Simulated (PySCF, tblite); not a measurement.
**C4H11B3FN: geometry, infrared bands and NMR shifts**

Aim: predict the infrared bands and NMR shifts of C4H11B3FN (`BNBB[C@H]1C[C@H](F)C1`).

The runs use tblite 0.8.0 and PySCF 2.14.0, with density-fitted response routines of our own; the level of theory stands in each step. All values are computed, except where a source is named. Atoms count from 0, in the outputs and in this text.

### 1 The molecule as given

20 atoms, charge 0, multiplicity 1; geometry from: force field or distance geometry start.

Bonds of the start (Å): B0–N1 1.54, N1–B2 1.52, B2–B3 1.67, B3–C4 1.57, C4–C5 1.53, C5–C6 1.50, C6–F7 1.37, C6–C8 1.52, C8–C4 1.51, B0–H9 1.19, B0–H10 1.19, N1–H11 1.04, B2–H12 1.18, B3–H13 1.20, C4–H14 1.11, C5–H15 1.11, C5–H16 1.09, C6–H17 1.12, C8–H18 1.11, C8–H19 1.11.

### 2 Relaxing the molecule with GFN2-xTB

Job settings and geometry (Å):

```
{"job": {"kind": "relax", "xc": "GFN2-xTB", "basis": "xTB"}, "charge": 0, "multiplicity": 1}
B      4.048100     0.456300    -0.524200
N      2.552900     0.778400    -0.327400
B      1.844700    -0.557100    -0.132200
B      0.332300    -0.601600     0.568600
C     -0.841300     0.319700     0.090600
C     -1.669200    -0.434500    -0.953500
C     -2.882200     0.198700    -0.333700
F     -3.246000     1.429900    -0.820700
C     -2.079800     0.316500     0.949500
H      4.726300     0.553900     0.446700
H      4.394300    -0.359200    -1.314600
H      2.254300     1.270100    -1.192800
H      2.405400    -1.588700    -0.238800
H      0.020300    -1.612100     1.134200
H     -0.514200     1.328400    -0.251000
H     -1.623900    -1.518400    -0.709600
H     -1.489700    -0.140400    -1.991100
H     -3.723000    -0.530000    -0.256300
H     -2.195600    -0.580900     1.589900
H     -2.318700     1.281800     1.444000
```

Launch:

```console
OMP_NUM_THREADS=1 python probes_run.py task.json out
```

This one command runs all jobs of the session in turn.

**Question.** This job is followed by: GFN2-xTB harmonic vibrations, gas phase; GIAO PBE0/pcSseg-1 NMR shielding, non-relativistic, gas phase. Predict these results of the whole session: strongest single infrared mode (GFN2-xTB); zero-point energy (GFN2-xTB); ¹³C shifts against TMS (PBE0/pcSseg-1, means over atoms taken as alike); ¹H shifts against TMS (PBE0/pcSseg-1, means over atoms taken as alike); ¹¹B shifts against BF3·OEt2 (PBE0/pcSseg-1); ¹⁵N shifts against NH3 (PBE0/pcSseg-1); ¹⁹F shifts against CFCl3 (PBE0/pcSseg-1).

The runs gave:

| quantity | value |
| --- | --- |
| strongest single infrared mode (GFN2-xTB) | 1394 cm⁻¹, 471 km/mol |
| zero-point energy (GFN2-xTB) | 96.3 kcal/mol |
| ¹³C shifts against TMS (PBE0/pcSseg-1, means over atoms taken as alike) | 88.4, 39.9, 31.4 ppm |
| ¹H shifts against TMS (PBE0/pcSseg-1, means over atoms taken as alike) | 9.27, 7.49, 6.96, 5.45, 5.12, 2.96, 2.65, 2.20 ppm |
| ¹¹B shifts against BF3·OEt2 (PBE0/pcSseg-1) | 105.2, 66.8, 50.4 ppm |
| ¹⁵N shifts against NH3 (PBE0/pcSseg-1) | 192.6 ppm |
| ¹⁹F shifts against CFCl3 (PBE0/pcSseg-1) | -182.0 ppm |

Over 242 steps the energy fell by 2.555 eV; of the close pairs, B0–N1 changed most, 1.542 to 1.406 Å. No mode is imaginary among the 54: a minimum at this level. The strongest single mode, at 1394 cm⁻¹, is carried by N1, H11, B0, B2. GFN2-xTB is a fitted tight-binding method: band positions and strengths are rough. Its intensities can rank the bands wrongly. The most deshielded carbon is C6 (sp3 CH bonded to F), at 88.4 ppm: pulled downfield by the heteroatom. At PBE0/pcSseg-1: Shielding is most anisotropic at N1 (span 353 ppm, paramagnetic term -246 ppm).
